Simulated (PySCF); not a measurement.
# FeSH: sextet, from a PBE0 minimum start

The task is one start of a wider search on FeSH: the sextet, from a PBE0 minimum start. It is relaxed, tested by its Hessian and followed downhill if it is a saddle.

Program: PySCF 2.14.0. Level of theory: PBE0, basis Fe def2-TZVP, S def2-TZVP, H def2-TZVP, no relativity, density fitting. These are calculated values, not measurements.

## 1. The system as given

3 atoms, charge 0, spin multiplicity 6.

Bond lengths: Fe1–S2 2.060 Å, Fe1–H3 1.629 Å. Angles: S2–Fe1–H3 180.0°.

```xyz
3
charge 0 multiplicity 6
Fe    0.7172    0.0000   -0.0864
S    -1.3278    0.0000    0.1599
H     2.3349    0.0000   -0.2812
```

## 2. First SCF at the start

One driver script runs all steps and calls PySCF; scf.py shows how it sets up the SCF of each step. The optimiser is the driver's own. After this first run the driver tries any further starts and a stability analysis.

scf.py reads:

```python
from pyscf import gto, scf, dft
mol = gto.M(atom='''
Fe     0.717212    -0.000000    -0.086370
S     -1.327802     0.000000     0.159900
H      2.334853    -0.000000    -0.281174''',
    basis={'Fe': 'def2-TZVP', 'S': 'def2-TZVP', 'H': 'def2-TZVP'},
    charge=0, spin=5)
mf = dft.UKS(mol, xc='PBE0')
mf.grids.atom_grid = (50, 194)
aux = {'Fe': 'def2-universal-JKFIT', 'S': 'def2-universal-JKFIT', 'H': 'def2-universal-JKFIT'}
mf = mf.density_fit(auxbasis=aux)
mf.conv_tol = 1e-08
mf.diis_space = 10
mf.max_cycle = 60
mf.init_guess = 'minao'
mf.verbose = 4
mf.kernel()
```

The run is started by

```sh
$ OMP_NUM_THREADS=2 python axn.py task.json out
```

Log:

```text
init E= -1661.04381658679
[... the frontier-level lines of each cycle are left out ...]
cycle= 1 E= -1649.52461881344  delta_E= 11.5  |g|= 4.71  |ddm|= 7.12
cycle= 2 E= -1623.97442288815  delta_E= 25.6  |g|= 10.5  |ddm|=   10
cycle= 3 E= -1646.78816821317  delta_E= -22.8  |g|= 7.27  |ddm|=  5.1
cycle= 4 E= -1650.1827122329  delta_E= -3.39  |g|=  6.5  |ddm|= 1.41
cycle= 5 E= -1652.13038980971  delta_E= -1.95  |g|= 5.81  |ddm|= 0.547
cycle= 6 E= -1659.55494018717  delta_E= -7.42  |g|= 3.14  |ddm|= 1.96
cycle= 7 E= -1659.76068520243  delta_E= -0.206  |g|= 2.79  |ddm|= 0.659
cycle= 8 E= -1661.17664638175  delta_E= -1.42  |g|= 1.84  |ddm|= 0.635
cycle= 9 E= -1661.713584908  delta_E= -0.537  |g|= 1.02  |ddm|= 0.543
cycle= 10 E= -1661.95656924428  delta_E= -0.243  |g|= 0.38  |ddm|= 0.626
cycle= 11 E= -1662.04883457242  delta_E= -0.0923  |g|= 0.182  |ddm|= 0.535
cycle= 12 E= -1662.07346676545  delta_E= -0.0246  |g|= 0.0659  |ddm|= 0.173
cycle= 13 E= -1662.07636320432  delta_E= -0.0029  |g|= 0.0453  |ddm|= 0.0669
cycle= 14 E= -1662.07860630581  delta_E= -0.00224  |g|= 0.021  |ddm|= 0.0855
cycle= 15 E= -1662.0790456632  delta_E= -0.000439  |g|= 0.00699  |ddm|= 0.0492
cycle= 16 E= -1662.07906625423  delta_E= -2.06e-05  |g|= 0.00319  |ddm|= 0.00591
cycle= 17 E= -1662.0790777843  delta_E= -1.15e-05  |g|= 0.000925  |ddm|= 0.00608
cycle= 18 E= -1662.07907882766  delta_E= -1.04e-06  |g|= 0.000537  |ddm|= 0.00197
cycle= 19 E= -1662.07907904109  delta_E= -2.13e-07  |g|= 0.00012  |ddm|= 0.000956
cycle= 20 E= -1662.0790790968  delta_E= -5.57e-08  |g|= 7.55e-05  |ddm|= 0.000423
cycle= 21 E= -1662.07907910093  delta_E= -4.13e-09  |g|= 7.85e-05  |ddm|= 3.92e-05
Extra cycle  E= -1662.07907916847  delta_E= -6.75e-08  |g|= 9.48e-05  |ddm|= 0.00046
converged SCF energy = -1662.07907916847  <S^2> = 8.7629066  2S+1 = 6.0043007
```

This step, with its further starts and checks, took 16 s on 2 threads of AMD EPYC 7R43 (Zen 3), shared host.

The starts that the driver tried:

| start | energy (Eh) |
| --- | --- |
| the minimal-basis guess | -1662.079079 |
| a thermally smeared density | -1662.121000 |
| a smeared PBE density | -1662.121000 |

The first run landed in a state that is too high. Following the other starts and the instabilities gains 110.1 kJ/mol (-1662.12100 Eh), and the work goes on from there.

## 3. PBE0 minimum start, sextet: relaxation

The program finds C∞v symmetry in the start, which this walk keeps. Threshold on the gradient: 0.0003 Eh/bohr, with a further test on the energy change.

Changes to scf.py since step 2:

```diff
@@ -3,3 +3,3 @@
-Fe     0.717212    -0.000000    -0.086370
-S     -1.327802     0.000000     0.159900
-H      2.334853    -0.000000    -0.281174''',
+Fe     0.717012     0.000000    -0.086346
+S     -1.328002     0.000000     0.159924
+H      2.334653     0.000000    -0.281150''',
@@ -15 +14,0 @@
-mf.init_guess = 'minao'
```

Steps of the walk:

| step | energy (Eh) | change (kJ/mol) | largest symmetric gradient (Eh/bohr) |
| --- | --- | --- | --- |
| 0 | -1662.121000 | 0.00 | 0.00003 |

The walk took 1.7 s.

After 0 steps and 0.0 kJ/mol it ends at C∞v: Fe–H 1.629 Å, Fe–S 2.060 Å; H–Fe–S 180.0°.

## 4. Hessian and properties

The point is checked on the finer grid, and tightened if its gradient asks for it. The Hessian and the dipole derivatives come from central differences of analytic gradients, with steps of 0.02 bohr.

Changes to scf.py since step 3:

```diff
@@ -4 +4 @@
-S     -1.328002     0.000000     0.159924
+S     -1.328002    -0.000000     0.159924
@@ -9 +9 @@
-mf.grids.atom_grid = (50, 194)
+mf.grids.atom_grid = (75, 302)
@@ -12 +12 @@
-mf.conv_tol = 1e-08
+mf.conv_tol = 1e-10
```

The driver hands on the density of the step before, so the log starts near convergence.

Log of the central SCF (cycles and frontier levels):

```text
init E= -1662.12090870653
[... the frontier-level lines of each cycle are left out ...]
cycle= 1 E= -1662.12090870652  delta_E= 6.37e-12  |g|= 2.39e-06  |ddm|= 2.05e-06
Extra cycle  E= -1662.12090870649  delta_E= 2.8e-11  |g|= 1.15e-05  |ddm|= 5.95e-06
converged SCF energy = -1662.12090870649  <S^2> = 8.7850351  2S+1 = 6.011667
```

The whole step took 34 s.

Geometry: C∞v; Fe–H 1.629 Å, Fe–S 2.060 Å; H–Fe–S 180.0°.

Modes, for the most abundant isotopes:

```csv
symmetry,ω (cm⁻¹),IR (km/mol),μ (u)
π,145,313,1.08
σ+,506,10.9,32.41
σ+,1755,319,1.02
```

All wavenumbers are real: a minimum.

Constants and moments:

```
Dipole moment                                                   : 0.88 D
Highest occupied level                                          : -7.69 eV
Lowest empty level                                              : -3.72 eV
Rotational constants                                            : 0.1833 cm⁻¹
Zero-point energy                                               : 15.3 kJ/mol
Principal polarisabilities                                      : 33.9, 33.9, 81.0 bohr³
Atomisation energy without zero-point energy                    : 553 kJ/mol
Principal traceless quadrupole moments about the centre of mass : -9.65, 4.82, 4.83 D Å
Entropy at 298.15 K and 1 bar (electronic part: spin only)      : 272.1 J/(mol K)
Heat capacity Cp at 298.15 K                                    : 50.4 J/(mol K)
Enthalpy at 298.15 K above 0 K                                  : 12.68 kJ/mol
Rotational symmetry number                                      : 1
Spin squared ⟨S²⟩                                               : 8.785
```

Populations by atom (charges in e):

```csv
atom,Mulliken,Löwdin,polar tensor,spin (Mulliken),Mayer order to Fe1
Fe1,0.50,0.19,0.85,4.09,–
S2,-0.36,0.02,-0.41,1.00,1.87
H3,-0.14,-0.21,-0.44,-0.10,0.91
```

Mulliken populations on Fe1: s 6.80, p 12.48, d 6.22, f 0.00.

## 5. Summary of results

```
                                          quantity                                      value
                                           minimum                                sextet, C∞v
                                          geometry  Fe–H 1.629 Å, Fe–S 2.060 Å; H–Fe–S 180.0°
                                wavenumbers (cm⁻¹)               145 (π), 506 (σ+), 1755 (σ+)
                                     dipole moment                                     0.88 D
highest occupied, lowest empty level (either spin)                            -7.69, -3.72 eV
                        polar-tensor charge of Fe1                                    +0.85 e
                                 zero-point energy                                15.3 kJ/mol
                               entropy at 298.15 K                            272.1 J/(mol K)
         atomisation energy (no zero-point energy)                                 553 kJ/mol
                                              ⟨S²⟩                                      8.785
```

The molecule stays C∞v, as typed, and the end point is a minimum. In the infrared the band at 1755 cm⁻¹ (σ+, stretch) leads. Most of the spin sits on Fe1 (Mulliken spin 4.09, against 5 for the whole molecule). The first SCF alone would have been 110 kJ/mol too high. Only this shape and spin were tried, so other structures or states may lie lower. One determinant may miss the lowest occupation of an open d or f shell.

The search up to here took 52 s.
